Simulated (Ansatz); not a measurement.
Li, space group Fm-3m, relaxations under a series of pressures

Program: the Ansatz DFT code, driven from Python.

The script reads `POSCAR`:
```text
Li
1.0
   0.00000000    2.20200000    2.20200000
   2.20200000    0.00000000    2.20200000
   2.20200000    2.20200000    0.00000000
Li
1
Direct
   0.00000000    0.00000000    0.00000000
```

Notebook, run cell by cell (the value of a cell's last expression is shown):

```python
import ansatz as az
from ase.io import read
import numpy as np
import pandas as pd
```

```python
SETTINGS = {
    "xc": "pbesol",
    "cutoff": 510,
    "k_length": 22,
    "smearing": "Fermi-Dirac",
}
```

```python
def edges_and_angles(cell):
    cell = np.asarray(cell)
    a, b, c = np.linalg.norm(cell, axis=1)
    cosines = cell[1] @ cell[2] / (b * c), cell[0] @ cell[2] / (a * c), cell[0] @ cell[1] / (a * b)
    return (a, b, c, *np.degrees(np.arccos(cosines)))
```

```python
atoms = read("POSCAR", format="vasp")
cell = az.Crystal.from_ase(atoms)
```

```python
calc = (
    cell.calculation()
    .functional(SETTINGS["xc"])
    .basis(SETTINGS["cutoff"])
    .kpoints(length=SETTINGS["k_length"])
    .occupations(SETTINGS["smearing"], width=50 * az.meV)
)
```

```python
# H = F + PV, with 1 GPa A^3 = 1/160.21766 eV
rows = []
for pressure in [0, 5, 10, 20]:
    done = calc.relax(cell=True, pressure=pressure, force_tolerance=0.005, max_steps=100).run(threads=1)
    cell = done.lattice.cell_ang
    n_atoms = len(done.lattice.sites)
    volume = abs(np.linalg.det(cell)) / n_atoms
    enthalpy = done.report["free_energy_ev"] / n_atoms + pressure * volume / 160.21766
    rows.append((pressure, volume, enthalpy, *edges_and_angles(cell)))
    print(f"{pressure} GPa done: {volume:.4f} A^3/atom")
```

    0 GPa done: 20.1440 A^3/atom
    5 GPa done: 15.7648 A^3/atom
    10 GPa done: 13.6690 A^3/atom
    20 GPa done: 11.3966 A^3/atom

```python
table = pd.DataFrame(rows, columns=["P_GPa", "V_A3_atom", "H_eV_atom", "a", "b", "c", "alpha", "beta", "gamma"])
print(table.round(4).to_string(index=False))
p, v = np.array([row[0] for row in rows], float), np.array([row[1] for row in rows])
print("mean bulk modulus between rows (GPa):", np.round(-np.diff(p) / np.diff(np.log(v)), 1))
```

     P_GPa  V_A3_atom  H_eV_atom      a      b      c  alpha  beta  gamma
         0    20.1440  -203.0000 3.0541 3.0541 3.0541   60.0  60.0   60.0
         5    15.7648  -202.4506 2.8145 2.8145 2.8145   60.0  60.0   60.0
        10    13.6690  -201.9944 2.6838 2.6838 2.6838   60.0  60.0   60.0
        20    11.3966  -201.2202 2.5260 2.5260 2.5260   60.0  60.0   60.0
    mean bulk modulus between rows (GPa): [20.4 35.1 55. ]

The volume falls from 20.14 Å³ an atom at 0 GPa to 11.40 at 20 GPa, by 43.4 %. Between 0 and 5 GPa, -V dP/dV is about 20 GPa, a mean over that step.

Notes:
- Total energies depend on the potentials; only differences at equal settings carry meaning.
- At a fixed pressure a relaxation lowers the enthalpy F + PV, while F alone can rise.
- For a metal this k-point mesh is coarse: on a finer one energies can move by several to tens of meV an atom and pressures by half a GPa or more, differences at one mesh by less.
- Edges and angles are those of the cell as typed, here a primitive one, not of the conventional cell.
- This isn't the structure that Li takes at ambient conditions.
- Symmetry holds the cell in this phase, whether or not it is the stable one at each pressure.
- Finished in 7.7 s on 1 thread of Arm Neoverse V2, on a shared host, peak memory 0.42 GiB.
